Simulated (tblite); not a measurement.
# C3H12Cl3GeOSi: the cost of one run

Computed with tblite 0.8.0 and PySCF 2.14.0; each step states its level. No surroundings beyond the atoms listed, unless a continuum is named. Atoms count from 0, parts from 1.

### 1 Starting point

21 atoms, charge 0, multiplicity 2; geometry: parts in contact. Parts: 1 = atoms 0–14, `[CH]=[C](C)[GeH2][O][SiH3]`, charge 0; 2 = atoms 15–16, `Cl`, charge 0; 3 = atoms 17–18, `Cl`, charge 0; 4 = atoms 19–20, `Cl`, charge 0. In the given geometry H16 has moved to C0 of another part (1.11 Å), so values for the parts refer to these atom groups.

### 2 Bringing the parts together with GFN2-xTB

Job settings and geometry (Å):

```
{"job": {"kind": "dock", "xc": "GFN2-xTB", "basis": "xTB"}, "charge": 0, "multiplicity": 2, "parts": [{"atoms": "0-14", "charge": 0, "multiplicity": 2}, {"atoms": "15-16", "charge": 0, "multiplicity": 1}, {"atoms": "17-18", "charge": 0, "multiplicity": 1}, {"atoms": "19-20", "charge": 0, "multiplicity": 1}]}
C     -1.556061     0.818631    -1.369438
C     -1.256439     0.095387    -0.322135
C     -1.823988     0.240997     1.052770
Ge     0.090406    -1.381539    -0.437969
O      1.598714    -0.694997     0.149077
Si     2.560486     0.594023    -0.056497
H     -2.239199     1.656200    -1.370998
H     -2.255714    -0.698127     1.402034
H     -2.596269     1.004365     1.081904
H     -1.025059     0.506540     1.745104
H     -0.231934    -2.368241     0.673291
H      0.305582    -1.884385    -1.832184
H      3.184765     0.565471    -1.372998
H      3.541119     0.382224     1.002527
H      1.797062     1.822286     0.165725
Cl     0.518865     0.275292    -3.510904
H     -1.068760     0.596159    -2.338317
Cl     2.023201    -3.807254    -0.570184
H      2.819061    -3.120886     0.142910
Cl    -2.468822    -2.572704    -1.404680
H     -2.209055    -2.930845    -2.604853
```

Method: GFN2-xTB search for minima from random contacts, gas phase.

The run is started by

```console
$ OMP_NUM_THREADS=1 python cluster_run.py task.json out
```

One launch serves the whole session: the jobs run in the order shown.

Q: Estimate the wall time of this first job on 1 thread of Intel Xeon 6975P-C, shared host.

About 27 s.
